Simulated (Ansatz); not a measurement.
**H3OPSeSi: up Jacob's ladder to CCSD(T)**

An exercise on one series of results from a longer session: the logs are not shown, and one member is left open.

Method: functionals in def2-TZVPP, the program's frozen cores in correlated methods; program: Ansatz 0.2.0, Gaussian basis.

Plan: LDA (SPW92), PBE-D4, revPBE-D4, BLYP-D4, r2SCAN-D4, B97M-V, PBE0-D4, B3LYP-D4, r2SCANh-D4, r2SCAN0-D4, HSE06-D4, BHLYP-D4, CAM-B3LYP-D4, LC-ωPBE, ωB97X-V, ωB97M-V, B2PLYP, PBE-QIDH; CCSD(T)/def2-SVP; CCSD(T)/def2-TZVPP; MP2/def2-QZVPP; extrapolation to the limit; RPA on PBE.

### Structure used throughout

The geometry comes from an earlier relaxation with PBE0-D4 in a triple-zeta def2 set; it is a stationary point, not always the lowest conformer.

SMILES `OP1[SiH2][Se]1`, 7 atoms, charge 0, spin multiplicity 1.

Atoms are counted from 1 here; the program's logs count them from 0.

Bond lengths: O1–P2 1.653 Å, O1–H5 0.963 Å, P2–Si3 2.229 Å, P2–Se4 2.327 Å, Si3–Se4 2.238 Å, Si3–H6 1.480 Å, Si3–H7 1.480 Å. Angles: P2–O1–H5 110.4°, O1–P2–Si3 99.5°, O1–P2–Se4 105.9°, Si3–P2–Se4 58.8°, P2–Si3–Se4 62.8°, P2–Si3–H6 117.9°, P2–Si3–H7 119.1°, Se4–Si3–H6 117.9°, Se4–Si3–H7 117.2°, H6–Si3–H7 113.2°, P2–Se4–Si3 58.4°.

Set-up of the first run:

Contents of in.yaml:

```yaml
crystal:
  periodic: [false, false, false]
  atoms:
    - {symbol: O, position_ang: [-0.502831, -1.774535, -0.012183]}
    - {symbol: P, position_ang: [-0.547543, -0.464817, 0.995663]}
    - {symbol: Si, position_ang: [0.085524, 1.121593, -0.437091]}
    - {symbol: Se, position_ang: [1.615835, 0.390768, 1.023675]}
    - {symbol: H, position_ang: [-0.420483, -2.587515, 0.496865]}
    - {symbol: H, position_ang: [0.251424, 0.745921, -1.858640]}
    - {symbol: H, position_ang: [-0.420629, 2.500588, -0.254089]}
basis:
  gaussian: {orbitals: def2-TZVPP}
hamiltonian: {xc: lda}
output: {orbitals: {seedname: orbitals}}
```

Launch:

```sh
ansatz run in.yaml --threads 2 --pin off --events-out ev --progress --plain --max-ram 4352MiB
```

Steps of the session up to this table: LDA; PBE-D4 (GGA); revPBE-D4 (GGA); BLYP-D4 (GGA); r2SCAN-D4 (meta-GGA); B97M-V (meta-GGA); PBE0-D4 (hybrid); B3LYP-D4 (hybrid); r2SCANh-D4 (hybrid); r2SCAN0-D4 (hybrid); HSE06-D4 (hybrid); BHLYP-D4 (hybrid); CAM-B3LYP-D4 (range-separated); LC-ωPBE (range-separated); ωB97X-V (range-separated); ωB97M-V (range-separated); B2PLYP (double hybrid); PBE-QIDH (double hybrid).

One table of the session follows, with a row left open; its other results are not shown here.

It belongs to the step «Frontier levels by functional». 

| functional | HOMO (eV) | gap (eV) |
| --- | --- | --- |
| LDA (SPW92) | -5.93 | 4.07 |
| PBE-D4 | -5.79 | 4.13 |
| revPBE-D4 | -5.74 | 4.16 |
| BLYP-D4 | -5.61 | 4.09 |
| r2SCAN-D4 | -6.02 | 4.52 |
| B97M-V | -6.08 | 4.60 |
| PBE0-D4 | -6.85 | 6.04 |
| B3LYP-D4 | ? | ? |
| r2SCANh-D4 | -6.41 | 5.22 |
| r2SCAN0-D4 | -7.01 | 6.28 |
| HSE06-D4 | -6.47 | 5.27 |
| BHLYP-D4 | -7.76 | 7.91 |
| CAM-B3LYP-D4 | -8.05 | 8.31 |
| LC-ωPBE | -9.35 | 10.68 |
| ωB97X-V | -9.02 | 10.29 |
| ωB97M-V | -8.87 | 9.96 |

Estimate the missing values for B3LYP-D4.

Worked estimate for «HOMO (eV)». Against the share of exact exchange, BLYP-D4 (0, -5.61), BHLYP-D4 (0.5, -7.76) give a slope of -4.30 per unit share; at 0.2 the line stands at -6.47.

As computed: HOMO (eV): -6.63; gap (eV): 5.62. In «HOMO (eV)» the line misses by +0.16.
